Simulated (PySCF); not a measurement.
# B2F3H3Si: the cost of one run

Computed with PySCF 2.14.0, with density-fitted response routines of our own, on a single molecule in the gas phase. Atoms are numbered from 0 throughout.

## 1. Starting geometry

9 atoms, charge 0, multiplicity 1; geometry from: GFN2-xTB. The atoms were then displaced at random by about 0.01 Å, so the start is not that level's minimum.

Bonds of the start (Å): F0–B1 1.28, B1–Si2 1.97, Si2–B3 2.03, B3–F4 1.30, B3–F5 1.30, B1–H6 1.17, Si2–H7 1.47, Si2–H8 1.50.

## 2. Geometry optimisation at PBE0-D3(BJ)/def2-SVP

Job settings and geometry (Å):

```
{"job": {"xc": "PBE0", "basis": "def2-SVP", "d3": "d3bj", "grid": 1, "shake": 0.01, "kind": "geom"}, "charge": 0, "multiplicity": 1}
F     -2.103170     1.174380    -0.658360
B     -1.611020    -0.000890    -0.492240
Si    -0.076270    -0.221420     0.719710
B      1.649420     0.164530    -0.283060
F      2.239950     1.317710    -0.285830
F      2.179670    -0.696640    -1.106980
H     -2.102800    -0.840850    -1.140030
H      0.017500    -1.575290     1.283520
H     -0.135460     0.661330     1.929550
```

The run is started by

```sh
OMP_NUM_THREADS=1 python probes_run.py task.json out
```

One launch serves the whole session: the jobs run in the order shown.

**Question.** How long does this first job take on 1 thread of Arm Neoverse V1, shared host, and how much memory does it need?

About 31 s, with a peak of 0.41 GiB.
